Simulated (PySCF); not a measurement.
**CaO: from the state search to spectroscopic constants**

Aim: find the lowest electronic state of CaO, scan its bond at several levels of theory, and get bond length, wavenumber and dissociation energy from each curve.

Method: Ca x2c-TZVPPall, O x2c-TZVPPall, spin-free X2C with a Gaussian nucleus; program: PySCF 2.14.0.

### Step 1. Set-up

A driver script around PySCF takes these settings:

```yaml
atoms: Ca, O
charge: 0
basis: Ca x2c-TZVPPall, O x2c-TZVPPall
Hamiltonian: spin-free X2C with a Gaussian nucleus
basis_functions: 67
electrons_treated: 28
masses_in_u: 39.9626, 15.9949
levels: PBE0, PBE, r²SCAN, BP86, r²SCANh, BHandHLYP, B3LYP, ωB97X, HF, MP2, SCS-MP2, CCSD, CCSD(T)
grid: 80 radial by 434 angular points
occupations: held fixed by the projection of orbital angular momentum
dissociation_limit: Ca + O, each in its ground configuration
starting_distance_in_angstrom: 2.190
values_of_2S_to_try: 0, 2
```

Started as:

```sh
$ OMP_NUM_THREADS=1 python dia.py task.json out
```

The runs that follow: First curve: PBE0; Higher solutions at PBE0; PBE (GGA); r²SCAN; BP86 (GGA); r²SCANh; BHandHLYP; B3LYP (global hybrid GGA); ωB97X (range-separated hybrid); RHF (mean field); Correlated methods on the Hartree–Fock reference.

What does the calculation give? Wanted: for each run, Re; ωe; De; μ.

As calculated:

Lowest PBE0 solution found, without spin–orbit coupling: ¹Σ⁺ (singlet), closed shell. State 2 has its PBE0 minimum 0.78 eV higher. State 3 has its PBE0 minimum 0.79 eV higher, as a spin-mixed determinant (⟨S²⟩ = 1.00), so this is no gap between pure states. The other levels ran on the lowest alone.

```csv
level,Re (Å),ωe (cm⁻¹),De (eV),μ (D)
RHF,1.825,816,0.142,-11.25
RHF-CCSD,1.859,714,2.74,n/a
PBE,1.829,745,4.98,-7.69
BP86,1.828,750,4.98,-7.74
r²SCAN,1.816,775,4.72,-8.26
r²SCANh,1.810,786,4.37,-8.62
B3LYP,1.827,761,4.13,-8.51
PBE0,1.807,785,4.05,-8.75
BHandHLYP,1.811,800,3.00,-9.64
ωB97X,1.807,793,3.97,-9.75
```

De is counted to Ca + O in their ground configurations. A positive dipole means Ca(−)O(+). No constants: RHF-MP2 (fits of two degrees disagree); RHF-SCS-MP2 (fits of two degrees disagree); RHF-CCSD(T) (fits of two degrees disagree).

In words: The methods spread over 0.052 Å in bond length, from ωB97X to RHF-CCSD. Of the levels with a De here, RHF gives the least (0.142 eV) and BP86 the most (4.98 eV).

Correlated steps freeze 6 core orbitals. T1 is 0.062 near the minimum (highest on the curve 0.089), which may point to more than one leading configuration.
